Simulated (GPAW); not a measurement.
BaTiO3:

```
CELL_PARAMETERS angstrom
4.00600 0.00000 0.00000
0.00000 4.00600 0.00000
0.00000 0.00000 4.00600
ATOMIC_POSITIONS crystal
Ba 0.50000 0.50000 0.50000
Ti 0.00000 0.00000 0.00000
O 0.00000 0.00000 0.50000
O 0.00000 0.50000 0.00000
O 0.50000 0.00000 0.00000
```

Base run:

| Quantity | Value |
| --- | --- |
| Program | GPAW 26.7.0 |
| Functional | PBEsol |
| Potentials or basis | PAW data sets generated in the run's folder for this functional |
| Cutoff | 800 eV |
| Basis | pw |
| k mesh | 7 × 7 × 7 |
| Occupations | fermi-dirac, width 0.05 eV |
| Spin | no spin polarisation |
| Hubbard terms | Ti d U = 2 eV |

Its results: band gap on the k mesh 2.05 eV, indirect (least direct gap 2.15 eV); pressure -2.3 GPa.

The run is repeated on the same cell with these changes: hubbard terms from Ti d U = 2 eV to Ti d U = 4 eV. What comes out?

Band gap on the k mesh 2.35 eV, indirect (least direct gap 2.46 eV); pressure -1.4 GPa.

Caveats: spin-orbit coupling is left out, which moves the levels of the heavy elements.

A k mesh can miss the band edges.

Not every run made on this cell is shown here.
